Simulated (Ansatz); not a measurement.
**GdTlS2: how the settings move a single-point run**

Aim: see which settings change the result for GdTlS2, by how much, and at what cost.

Method: reference: DFT, LDA, PAW with Ansatz's default frozen-core files, scalar-relativistic, in Ansatz 0.2.0.

### Step 1. The structure to begin with

It takes space group R-3m (No. 166, trigonal). The conventional cell has a = 4.067 Å, b = 4.067 Å, c = 22.461 Å, α = 90.00°, β = 90.00°, γ = 120.00°. Gd (site symmetry -3m) has 6 S at 2.79 Å as nearest neighbours. Tl (site symmetry -3m) is surrounded by 6 S at 3.25 Å. S (site symmetry 3m) has 3 Gd at 2.79 Å and 3 Tl at 3.25 Å as nearest neighbours.

As a file:

```
Gd Tl S
1.0
     2.03365    1.17413    7.48694
    -2.03365    1.17413    7.48694
     0.00000   -2.34826    7.48694
Gd Tl S
1 1 2
Cartesian
  0.0000 0.0000 0.0000
  0.0000 0.0000 11.2304
  0.0000 0.0000 5.9892
  0.0000 0.0000 16.4716
```

### Step 2. Reference

input.yaml reads:

```yaml
crystal:
  lattice:
    - [2.0336522388, 1.1741296675, 7.4869391029]
    - [-2.0336522388, 1.1741296675, 7.4869391029]
    - [0.0, -2.348259335, 7.4869391029]
  atoms:
    - { symbol: Gd, position: [0.0, 0.0, 0.0], spin: 6.9, spin_axis: [1.0, 0.0, 0.0] }
    - { symbol: Tl, position: [0.5, 0.5, 0.5] }
    - { symbol: S, position: [0.26665034, 0.26665034, 0.26665034] }
    - { symbol: S, position: [0.73334966, 0.73334966, 0.73334966] }
magnetization:
  noncollinear: true
  spin_spiral: { q: [0.1666666667, 0.1666666667, 0.1666666667] }
kpoints:
  mp_grid: { grid: [6, 6, 6], shift: [0.5, 0.5, 0.5] }
scf:
  occupations: { method: fermi_dirac, width: 0.02 }
hamiltonian:
  xc: lda
  pseudopotentials: { kind: paw }
output:
  eigenvalues: false
```

Started as:

```console
ansatz run input.yaml --threads 2 --pin off --max-ram 6144MiB --backend cpu --events-out ev --progress --plain --runs-dir out
```

### Step 3. Variant: starting moments, lock_directions true

Edit input.yaml of step 2 so:

```diff
@@ -6,3 +6,3 @@
   atoms:
-    - { symbol: Gd, position: [0.0, 0.0, 0.0], spin: 6.9, spin_axis: [1.0, 0.0, 0.0] }
+    - { symbol: Gd, position: [0.0, 0.0, 0.0], spin: 6.9, spin_axis: [0.8660254, 0.0, 0.5] }
     - { symbol: Tl, position: [0.5, 0.5, 0.5] }
@@ -13,2 +13,3 @@
   spin_spiral: { q: [0.1666666667, 0.1666666667, 0.1666666667] }
+  spin_locking: { lock_directions: true }
 kpoints:
```

What does the calculation give? Wanted: for each run, ending; energy change; abs. moment.

**Answer**, as computed:

| run | ending | energy change | abs. moment (μB) | cycles | time |
| --- | --- | --- | --- | --- | --- |
| reference | converged | 0 | 7.02 | 20 | 59 s |
| 1: starting moments, lock_directions true | converged | 0.0 meV/atom | 7.02 | 31 | 11 min |

Residual by cycle in the longest SCF loop of each run; runs are numbered as in the table. The quantity is the density residual dr2, in eV.

| cycle | reference | run 1 |
| --- | --- | --- |
| 1 | 132 | 131 |
| 4 | 1.46 | 2.77 |
| 6 | 5.14 | 2.41 |
| 9 | 0.128 | 3.28 |
| 11 | 0.0992 | 3.62 |
| 14 | 1.0e-4 | 2.06 |
| 16 | 4.8e-6 | 0.587 |
| 19 | - | 0.9 |
| 21 | - | 0.0251 |
| 24 | - | 0.00117 |
| 26 | - | 2.0e-5 |
| 29 | - | 6.8e-8 |

Changing the spin start leaves the energy as it was (0.0 meV/atom). Cost: 31 SCF cycles against 20, 11 min against 59 s.
